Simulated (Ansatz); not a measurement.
# C₃H₆BF: up Jacob's ladder to CCSD(T)

The task here is to estimate one member of a computed series from the others.

The runs use Ansatz 0.2.0, Gaussian basis; functionals in def2-TZVPP, the program's frozen cores in correlated methods.

Levels to be run: LDA (SPW92), PBE-D4, revPBE-D4, BLYP-D4, r2SCAN-D4, B97M-V, PBE0-D4, B3LYP-D4, r2SCANh-D4, r2SCAN0-D4, HSE06-D4, BHLYP-D4, CAM-B3LYP-D4, LC-ωPBE, ωB97X-V, ωB97M-V, B2PLYP, PBE-QIDH; CCSD(T)/def2-SVP; CCSD(T)/def2-TZVPP; MP2/def2-QZVPP; extrapolation to the limit; RPA on PBE.

### The relaxed structure

An earlier PBE0-D4 in a triple-zeta def2 set relaxation fixed the geometry.

SMILES `B/C=C(/C)F`, 11 atoms, charge 0, spin multiplicity 1.

Atoms are counted from 1 here; the program's logs count them from 0.

Bond lengths: B1–C2 1.522 Å, B1–H6 1.197 Å, B1–H7 1.195 Å, C2–C3 1.342 Å, C2–H8 1.086 Å, C3–C4 1.479 Å, C3–F5 1.333 Å, C4–H9 1.094 Å, C4–H10 1.094 Å, C4–H11 1.088 Å. Angles: C2–B1–H6 119.9°, C2–B1–H7 120.9°, H6–B1–H7 119.2°, B1–C2–C3 124.4°, B1–C2–H8 121.6°, C3–C2–H8 114.0°, C2–C3–C4 128.4°, C2–C3–F5 120.5°, C4–C3–F5 111.1°, C3–C4–H9 109.9°, C3–C4–H10 109.8°, C3–C4–H11 111.1°, H9–C4–H10 107.1°, H9–C4–H11 109.5°, H10–C4–H11 109.4°.

The first run:

Contents of in.yaml:

```yaml
crystal:
  periodic: [false, false, false]
  atoms:
    - {symbol: B, position_ang: [-0.758723, 1.512994, 1.333183]}
    - {symbol: C, position_ang: [-0.198060, 0.197652, 0.811143]}
    - {symbol: C, position_ang: [0.097530, -0.043155, -0.475470]}
    - {symbol: C, position_ang: [0.641586, -1.280326, -1.076748]}
    - {symbol: F, position_ang: [-0.092092, 0.896839, -1.401598]}
    - {symbol: H, position_ang: [-0.995157, 1.638852, 2.499679]}
    - {symbol: H, position_ang: [-0.967864, 2.427333, 0.593294]}
    - {symbol: H, position_ang: [-0.002498, -0.640018, 1.474247]}
    - {symbol: H, position_ang: [1.587930, -1.063522, -1.580413]}
    - {symbol: H, position_ang: [-0.048180, -1.658171, -1.836912]}
    - {symbol: H, position_ang: [0.800729, -2.045480, -0.319906]}
basis:
  gaussian: {orbitals: def2-TZVPP}
hamiltonian: {xc: lda}
output: {orbitals: {seedname: orbitals}}
```

Run with:

```console
$ ansatz run in.yaml --threads 4 --pin off --events-out ev --progress --plain --max-ram 10444MiB
```

Among the steps run: LDA; PBE-D4 (GGA); revPBE-D4 (GGA); BLYP-D4 (GGA); r2SCAN-D4 (meta-GGA); B97M-V (meta-GGA); PBE0-D4 (hybrid); B3LYP-D4 (hybrid); r2SCANh-D4 (hybrid); r2SCAN0-D4 (hybrid); HSE06-D4 (hybrid); BHLYP-D4 (hybrid); CAM-B3LYP-D4 (range-separated); LC-ωPBE (range-separated); ωB97X-V (range-separated); ωB97M-V (range-separated); B2PLYP (double hybrid); PBE-QIDH (double hybrid).

One of the session's tables, all rows but one given; the rest of the session is left out.

It belongs to the step «Orbital energies across the functionals». 

```
  functional  HOMO (eV)  LUMO (eV)  gap (eV)
 LDA (SPW92)      -6.99      -3.05      3.94
      PBE-D4      -6.79      -2.79      4.00
   revPBE-D4          ?          ?         ?
     BLYP-D4      -6.63      -2.64      3.99
   r2SCAN-D4      -6.97      -2.52      4.45
      B97M-V      -7.01      -2.54      4.47
     PBE0-D4      -7.89      -1.86      6.03
    B3LYP-D4      -7.67      -2.07      5.60
  r2SCANh-D4      -7.39      -2.19      5.21
  r2SCAN0-D4      -8.02      -1.69      6.33
    HSE06-D4      -7.49      -2.24      5.26
    BHLYP-D4      -8.84      -0.82      8.03
CAM-B3LYP-D4      -9.18      -0.78      8.41
     LC-ωPBE     -10.52       0.35     10.87
     ωB97X-V     -10.15       0.30     10.45
     ωB97M-V     -10.08       0.13     10.21
```

Estimate the missing values for revPBE-D4.

As computed: HOMO (eV): -6.72; LUMO (eV): -2.69; gap (eV): 4.03. In the column «HOMO (eV)» it lies between PBE-D4 (-6.79) and BLYP-D4 (-6.63).
